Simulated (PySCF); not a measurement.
**A gas-phase reaction: H6Si2 + Br2 → BrH5Si2 + BrH**

Aim: the reaction energy of `[SiH3][SiH3]` + `BrBr` → `[SiH3][SiH2]Br` + `Br`.

Programs: PySCF 2.14.0. All values are calculated, for the isolated system unless a continuum is named. Atoms count from 0, parts from 1.

### 1 Starting point

Each species was relaxed by itself at PBE0-D3(BJ)/def2-SVPD.

### 2 Energies of the species: wB97M-D3(BJ)/def2-TZVPD

The job: settings as JSON, then the geometry in Å.

```
{"job": {"kind": "react", "xc": "wB97M-D3(BJ)", "basis": "def2-TZVPD"}, "charge": 0, "multiplicity": 1}
-1 H6Si2 charge 0 multiplicity 1
Si     0.113280     1.163310    -0.085260
Si    -0.108130    -1.164080     0.087670
H     -0.258230     1.617720    -1.459660
H      1.523740     1.574900     0.187660
H     -0.780950     1.844440     0.899520
H      0.252090    -1.621100     1.464150
H      0.791340    -1.846200    -0.891630
H     -1.517610    -1.571960    -0.196080

-1 Br2 charge 0 multiplicity 1
Br     1.150520    -0.003690    -0.011560
Br    -1.150720     0.005320     0.013030

+1 BrH5Si2 charge 0 multiplicity 1
Si    -1.080590     0.036860    -0.002040
Si     1.248210    -0.205780    -0.060760
Br     2.106790     1.746160    -0.768970
H     -1.431760     1.140850     0.938360
H     -1.568570     0.367000    -1.372960
H     -1.715800    -1.234600     0.461010
H      1.690560    -1.260740    -1.017680
H      1.831460    -0.488770     1.282300

+1 BrH charge 0 multiplicity 1
Br     0.714830    -0.002980    -0.012670
H     -0.708670     0.006360     0.012570
```

Method: wB97M-D3(BJ)/def2-TZVPD reaction energy of separated species, gas phase.

Launch:

```console
OMP_NUM_THREADS=1 python cluster_run.py task.json out
```

This one command runs all jobs of the session in turn.

The program printed:

```text
species 1 (H6Si2)
coarse grid: 27656 points
cycle   1  E = -582.6512009995  dE = -3.729e-01  |g| = 1.649e-01  |ddm| = 1.926e+00
cycle   2  E = -582.6597360716  dE = -8.535e-03  |g| = 7.184e-02  |ddm| = 2.374e-01
cycle   3  E = -582.6608275316  dE = -1.091e-03  |g| = 1.402e-02  |ddm| = 9.353e-02
cycle   4  E = -582.6609332431  dE = -1.057e-04  |g| = 1.951e-03  |ddm| = 2.620e-02
cycle   5  E = -582.6609360040  dE = -2.761e-06  |g| = 4.098e-04  |ddm| = 5.330e-03
final grid: 56088 points
cycle   6  E = -582.6609064581  dE = -1.891e-07  |g| = 2.277e-04  |ddm| = 1.790e-03
cycle   7  E = -582.6609064828  dE = -2.464e-08  |g| = 1.015e-04  |ddm| = 4.968e-04
cycle   8  E = -582.6609064863  dE = -3.520e-09  |g| = 2.951e-05  |ddm| = 1.581e-04
cycle   9  E = -582.6609064873  dE = -9.883e-10  |g| = 2.077e-06  |ddm| = 1.167e-04
converged SCF energy = -582.6609064873

species 2 (Br2)
coarse grid: 14664 points
cycle   1  E = -5148.2886927802  dE = -2.032e+00  |g| = 4.158e-01  |ddm| = 1.565e+00
cycle   2  E = -5148.3001179594  dE = -1.143e-02  |g| = 2.962e-01  |ddm| = 3.425e-01
cycle   3  E = -5148.3083618165  dE = -8.244e-03  |g| = 9.005e-03  |ddm| = 1.528e-01
cycle   4  E = -5148.3084063710  dE = -4.455e-05  |g| = 2.023e-03  |ddm| = 1.256e-02
cycle   5  E = -5148.3084099436  dE = -3.573e-06  |g| = 6.167e-04  |ddm| = 4.103e-03
final grid: 26152 points
cycle   6  E = -5148.3084024571  dE = -1.105e-07  |g| = 3.660e-04  |ddm| = 8.859e-04
cycle   7  E = -5148.3084024807  dE = -2.365e-08  |g| = 2.411e-04  |ddm| = 4.759e-04
cycle   8  E = -5148.3084024949  dE = -1.417e-08  |g| = 2.160e-05  |ddm| = 1.721e-04
cycle   9  E = -5148.3084024951  dE = -2.301e-10  |g| = 1.096e-05  |ddm| = 2.976e-05
converged SCF energy = -5148.3084024951

species 3 (BrH5Si2)
coarse grid: 32520 points
cycle   1  E = -3156.2476283380  dE = -1.200e+00  |g| = 3.366e-01  |ddm| = 2.120e+00
cycle   2  E = -3156.2672256384  dE = -1.960e-02  |g| = 1.966e-01  |ddm| = 4.717e-01
cycle   3  E = -3156.2761047520  dE = -8.879e-03  |g| = 2.976e-02  |ddm| = 2.059e-01
cycle   4  E = -3156.2763304277  dE = -2.257e-04  |g| = 1.143e-02  |ddm| = 3.178e-02
cycle   5  E = -3156.2763666473  dE = -3.622e-05  |g| = 2.003e-03  |ddm| = 1.695e-02
cycle   6  E = -3156.2763682745  dE = -1.627e-06  |g| = 6.443e-04  |ddm| = 3.840e-03
final grid: 63792 points
cycle   7  E = -3156.2763189657  dE = -1.536e-07  |g| = 5.191e-04  |ddm| = 2.019e-03
cycle   8  E = -3156.2763189914  dE = -2.572e-08  |g| = 4.027e-04  |ddm| = 6.508e-04
cycle   9  E = -3156.2763190060  dE = -1.463e-08  |g| = 3.110e-05  |ddm| = 2.304e-04
cycle  10  E = -3156.2763190069  dE = -8.558e-10  |g| = 1.387e-05  |ddm| = 7.790e-05
converged SCF energy = -3156.2763190069

species 4 (BrH)
coarse grid: 9808 points
cycle   1  E = -2574.7444816156  dE = -1.115e+00  |g| = 2.814e-01  |ddm| = 9.887e-01
cycle   2  E = -2574.7574487933  dE = -1.297e-02  |g| = 1.487e-01  |ddm| = 2.655e-01
cycle   3  E = -2574.7608846281  dE = -3.436e-03  |g| = 8.657e-03  |ddm| = 8.708e-02
cycle   4  E = -2574.7609219935  dE = -3.737e-05  |g| = 2.523e-03  |ddm| = 1.268e-02
cycle   5  E = -2574.7609264241  dE = -4.431e-06  |g| = 6.497e-04  |ddm| = 4.934e-03
final grid: 18448 points
cycle   6  E = -2574.7609110389  dE = -1.922e-07  |g| = 3.885e-04  |ddm| = 9.247e-04
cycle   7  E = -2574.7609110665  dE = -2.761e-08  |g| = 2.731e-04  |ddm| = 3.938e-04
cycle   8  E = -2574.7609110736  dE = -7.068e-09  |g| = 3.377e-05  |ddm| = 1.360e-04
cycle   9  E = -2574.7609110746  dE = -1.043e-09  |g| = 1.120e-05  |ddm| = 6.289e-05
cycle  10  E = -2574.7609110747  dE = -5.275e-11  |g| = 1.705e-06  |ddm| = 1.293e-05
converged SCF energy = -2574.7609110747

Reaction energy = -43.195 kcal/mol
```

Run time: 36 s. Hardware: 1 thread of Arm Neoverse N1, shared host; peak memory 0.68 GiB.

Species by species (with the dispersion term, which the log's SCF energies lack):

| ν | species | energy (Eh) | HOMO (eV) |
| --- | --- | --- | --- |
| -1 | [SiH3][SiH3] | -582.66734 | -10.51 |
| -1 | BrBr | -5148.30959 | -10.44 |
| +1 | [SiH3][SiH2]Br | -3156.28429 | -10.14 |
| +1 | Br | -2574.76148 | -11.15 |

### 3 Reaction energy: PBE0-D3(BJ)/def2-TZVPD

Settings changed since step 2:

```diff
@@ -1,2 +1,2 @@
-{"job": {"kind": "react", "xc": "wB97M-D3(BJ)", "basis": "def2-TZVPD"}, "charge": 0, "multiplicity": 1}
+{"job": {"kind": "react", "xc": "PBE0", "basis": "def2-TZVPD", "disp": "d3bj"}, "charge": 0, "multiplicity": 1}
 -1 H6Si2 charge 0 multiplicity 1
```

With the program's defaults for keys left out, this is: PBE0-D3(BJ)/def2-TZVPD reaction energy of separated species, gas phase.

The program printed:

```text
species 1 (H6Si2)
coarse grid: 6968 points
cycle   1  E = -582.3366666333  dE = -3.354e-01  |g| = 1.281e-01  |ddm| = 1.839e+00
cycle   2  E = -582.3392465837  dE = -2.580e-03  |g| = 5.207e-02  |ddm| = 1.686e-01
cycle   3  E = -582.3395512091  dE = -3.046e-04  |g| = 1.122e-02  |ddm| = 4.937e-02
cycle   4  E = -582.3395845854  dE = -3.338e-05  |g| = 3.426e-03  |ddm| = 1.762e-02
cycle   5  E = -582.3395894987  dE = -4.913e-06  |g| = 1.680e-04  |ddm| = 4.850e-03
final grid: 56088 points
cycle   6  E = -582.3385437413  dE = -5.622e-06  |g| = 8.184e-04  |ddm| = 2.079e-02
cycle   7  E = -582.3385438028  dE = -6.149e-08  |g| = 5.417e-04  |ddm| = 1.739e-03
cycle   8  E = -582.3385438513  dE = -4.858e-08  |g| = 4.356e-05  |ddm| = 6.364e-04
cycle   9  E = -582.3385438520  dE = -6.473e-10  |g| = 2.162e-05  |ddm| = 8.445e-05
converged SCF energy = -582.3385438520

species 2 (Br2)
coarse grid: 14664 points
cycle   1  E = -5147.6955179466  dE = -1.992e+00  |g| = 4.158e-01  |ddm| = 1.609e+00
cycle   2  E = -5147.7001490485  dE = -4.631e-03  |g| = 3.188e-01  |ddm| = 3.040e-01
cycle   3  E = -5147.7078034156  dE = -7.654e-03  |g| = 2.250e-02  |ddm| = 1.633e-01
cycle   4  E = -5147.7079144938  dE = -1.111e-04  |g| = 7.934e-03  |ddm| = 2.329e-02
cycle   5  E = -5147.7079307812  dE = -1.629e-05  |g| = 5.812e-04  |ddm| = 6.034e-03
cycle   6  E = -5147.7079308400  dE = -5.879e-08  |g| = 9.434e-05  |ddm| = 7.038e-04
final grid: 26152 points
cycle   7  E = -5147.7079423653  dE = -3.395e-09  |g| = 8.876e-05  |ddm| = 2.109e-04
cycle   8  E = -5147.7079423656  dE = -2.801e-10  |g| = 7.655e-05  |ddm| = 1.002e-04
cycle   9  E = -5147.7079423660  dE = -4.238e-10  |g| = 2.376e-06  |ddm| = 3.917e-05
converged SCF energy = -5147.7079423660

species 3 (BrH5Si2)
coarse grid: 32520 points
cycle   1  E = -3155.6430701049  dE = -1.187e+00  |g| = 3.010e-01  |ddm| = 2.090e+00
cycle   2  E = -3155.6462500846  dE = -3.180e-03  |g| = 1.970e-01  |ddm| = 3.826e-01
cycle   3  E = -3155.6534624009  dE = -7.212e-03  |g| = 6.017e-02  |ddm| = 2.147e-01
cycle   4  E = -3155.6544691915  dE = -1.007e-03  |g| = 6.836e-03  |ddm| = 5.344e-02
cycle   5  E = -3155.6544758539  dE = -6.662e-06  |g| = 1.988e-03  |ddm| = 7.469e-03
final grid: 63792 points
cycle   6  E = -3155.6544567948  dE = -2.796e-07  |g| = 1.948e-03  |ddm| = 3.732e-03
cycle   7  E = -3155.6544568830  dE = -8.821e-08  |g| = 1.910e-03  |ddm| = 2.838e-03
cycle   8  E = -3155.6544573598  dE = -4.767e-07  |g| = 6.374e-05  |ddm| = 1.300e-03
cycle   9  E = -3155.6544573612  dE = -1.413e-09  |g| = 1.221e-05  |ddm| = 7.605e-05
cycle  10  E = -3155.6544573612  dE = -4.911e-11  |g| = 1.240e-06  |ddm| = 1.338e-05
converged SCF energy = -3155.6544573612

species 4 (BrH)
coarse grid: 9808 points
cycle   1  E = -2574.4494534512  dE = -1.081e+00  |g| = 2.724e-01  |ddm| = 1.042e+00
cycle   2  E = -2574.4540917265  dE = -4.638e-03  |g| = 1.699e-01  |ddm| = 2.601e-01
cycle   3  E = -2574.4588662027  dE = -4.774e-03  |g| = 3.007e-02  |ddm| = 1.194e-01
cycle   4  E = -2574.4590976962  dE = -2.315e-04  |g| = 4.156e-03  |ddm| = 2.212e-02
cycle   5  E = -2574.4591016988  dE = -4.003e-06  |g| = 1.311e-03  |ddm| = 4.270e-03
final grid: 18448 points
cycle   6  E = -2574.4591027808  dE = -7.033e-08  |g| = 1.375e-03  |ddm| = 2.024e-03
cycle   7  E = -2574.4591027952  dE = -1.434e-08  |g| = 1.399e-03  |ddm| = 1.791e-03
cycle   8  E = -2574.4591030161  dE = -2.209e-07  |g| = 5.149e-05  |ddm| = 8.398e-04
cycle   9  E = -2574.4591030168  dE = -6.835e-10  |g| = 1.027e-05  |ddm| = 4.413e-05
converged SCF energy = -2574.4591030168

Reaction energy = -42.793 kcal/mol
```

Wall time 20 s (1 thread of Arm Neoverse N1, shared host); peak memory 0.61 GiB.

Reaction energy at this level: -42.79 kcal/mol.

### 4 Reaction energy: MP2/def2-TZVPD

Settings changed since step 3:

```diff
@@ -1,2 +1,2 @@
-{"job": {"kind": "react", "xc": "PBE0", "basis": "def2-TZVPD", "disp": "d3bj"}, "charge": 0, "multiplicity": 1}
+{"job": {"kind": "react", "xc": "MP2", "basis": "def2-TZVPD"}, "charge": 0, "multiplicity": 1}
 -1 H6Si2 charge 0 multiplicity 1
```

With the program's defaults for keys left out, this is: MP2/def2-TZVPD reaction energy of separated species, gas phase.

The program printed:

```text
species 1 (H6Si2)
final grid: 56088 points
cycle   1  E = -581.3292645081  dE = -4.616e-01  |g| = 2.441e-01  |ddm| = 1.842e+00
cycle   2  E = -581.3608111493  dE = -3.155e-02  |g| = 7.448e-02  |ddm| = 2.845e-01
cycle   3  E = -581.3641308598  dE = -3.320e-03  |g| = 2.483e-02  |ddm| = 1.425e-01
cycle   4  E = -581.3644635918  dE = -3.327e-04  |g| = 3.727e-03  |ddm| = 3.445e-02
cycle   5  E = -581.3644767081  dE = -1.312e-05  |g| = 9.306e-04  |ddm| = 1.189e-02
cycle   6  E = -581.3644775507  dE = -8.426e-07  |g| = 1.124e-04  |ddm| = 2.722e-03
cycle   7  E = -581.3644775635  dE = -1.280e-08  |g| = 2.341e-05  |ddm| = 4.442e-04
cycle   8  E = -581.3644775640  dE = -5.326e-10  |g| = 4.960e-06  |ddm| = 1.110e-04
converged SCF energy = -581.3644775640

species 2 (Br2)
final grid: 26152 points
cycle   1  E = -5144.8048461260  dE = -2.062e+00  |g| = 2.909e-01  |ddm| = 1.538e+00
cycle   2  E = -5144.8189359524  dE = -1.409e-02  |g| = 1.474e-01  |ddm| = 2.565e-01
cycle   3  E = -5144.8217329094  dE = -2.797e-03  |g| = 1.800e-02  |ddm| = 9.135e-02
cycle   4  E = -5144.8218981211  dE = -1.652e-04  |g| = 4.299e-03  |ddm| = 2.375e-02
cycle   5  E = -5144.8219102076  dE = -1.209e-05  |g| = 1.080e-03  |ddm| = 6.539e-03
cycle   6  E = -5144.8219107110  dE = -5.034e-07  |g| = 1.901e-04  |ddm| = 1.295e-03
cycle   7  E = -5144.8219107274  dE = -1.637e-08  |g| = 2.978e-05  |ddm| = 2.742e-04
cycle   8  E = -5144.8219107277  dE = -3.693e-10  |g| = 3.080e-06  |ddm| = 6.117e-05
converged SCF energy = -5144.8219107277

species 3 (BrH5Si2)
final grid: 63792 points
cycle   1  E = -3153.2032677951  dE = -1.271e+00  |g| = 3.388e-01  |ddm| = 2.042e+00
cycle   2  E = -3153.2486763359  dE = -4.541e-02  |g| = 1.324e-01  |ddm| = 4.586e-01
cycle   3  E = -3153.2547638004  dE = -6.087e-03  |g| = 4.196e-02  |ddm| = 1.787e-01
cycle   4  E = -3153.2556453707  dE = -8.816e-04  |g| = 1.173e-02  |ddm| = 5.594e-02
cycle   5  E = -3153.2556907197  dE = -4.535e-05  |g| = 2.434e-03  |ddm| = 1.462e-02
cycle   6  E = -3153.2556948975  dE = -4.178e-06  |g| = 6.476e-04  |ddm| = 5.922e-03
cycle   7  E = -3153.2556951585  dE = -2.610e-07  |g| = 1.818e-04  |ddm| = 1.197e-03
cycle   8  E = -3153.2556951774  dE = -1.894e-08  |g| = 3.639e-05  |ddm| = 3.338e-04
cycle   9  E = -3153.2556951787  dE = -1.269e-09  |g| = 1.106e-05  |ddm| = 1.131e-04
cycle  10  E = -3153.2556951788  dE = -1.178e-10  |g| = 2.507e-06  |ddm| = 3.263e-05
converged SCF energy = -3153.2556951788

species 4 (BrH)
final grid: 18448 points
cycle   1  E = -2572.9852621065  dE = -1.144e+00  |g| = 2.202e-01  |ddm| = 9.639e-01
cycle   2  E = -2572.9999185450  dE = -1.466e-02  |g| = 7.760e-02  |ddm| = 2.157e-01
cycle   3  E = -2573.0014423284  dE = -1.524e-03  |g| = 1.588e-02  |ddm| = 5.815e-02
cycle   4  E = -2573.0016142290  dE = -1.719e-04  |g| = 5.005e-03  |ddm| = 1.886e-02
cycle   5  E = -2573.0016333549  dE = -1.913e-05  |g| = 1.691e-03  |ddm| = 6.805e-03
cycle   6  E = -2573.0016347580  dE = -1.403e-06  |g| = 3.418e-04  |ddm| = 2.059e-03
cycle   7  E = -2573.0016348317  dE = -7.365e-08  |g| = 5.979e-05  |ddm| = 6.414e-04
cycle   8  E = -2573.0016348331  dE = -1.419e-09  |g| = 8.468e-06  |ddm| = 8.660e-05
cycle   9  E = -2573.0016348331  dE = -4.911e-11  |g| = 1.310e-06  |ddm| = 1.889e-05
converged SCF energy = -2573.0016348331

Reaction energy = -46.390 kcal/mol
```

It took 11 s on 1 thread of Arm Neoverse N1, shared host; peak memory 0.43 GiB.

Reaction energy at this level: -46.39 kcal/mol.

### 5 Side by side

Energies in kcal/mol, with wall time:

| run | reaction | time |
| --- | --- | --- |
| wB97M-D3(BJ)/def2-TZVPD | -43.19 | 36 s |
| PBE0-D3(BJ)/def2-TZVPD | -42.79 | 20 s |
| MP2/def2-TZVPD | -46.39 | 11 s |

### 6 Results

| quantity | value |
| --- | --- |
| reaction energy (wB97M-D3(BJ)/def2-TZVPD) | -43.19 kcal/mol |
| ΔH, ΔG at 298 K (xTB thermal terms) | -43.4, -44.2 kcal/mol |
| range of the reaction energy over the runs of this table | -46.39 to -42.79 kcal/mol |

In words: The reaction is exothermic by 43.4 kcal/mol in the gas phase; dispersion gives -0.57, and xTB itself gave -27.91 for the electronic energy (xTB energies and thermal terms come from the earlier relaxation of each species, not shown). No barrier was sought. xTB and this level differ widely in the electronic energy, so what comes from xTB (the thermal terms above all) is less safe here. The reaction energy runs from -46.39 (MP2/def2-TZVPD) to -42.79 kcal/mol (PBE0-D3(BJ)/def2-TZVPD).
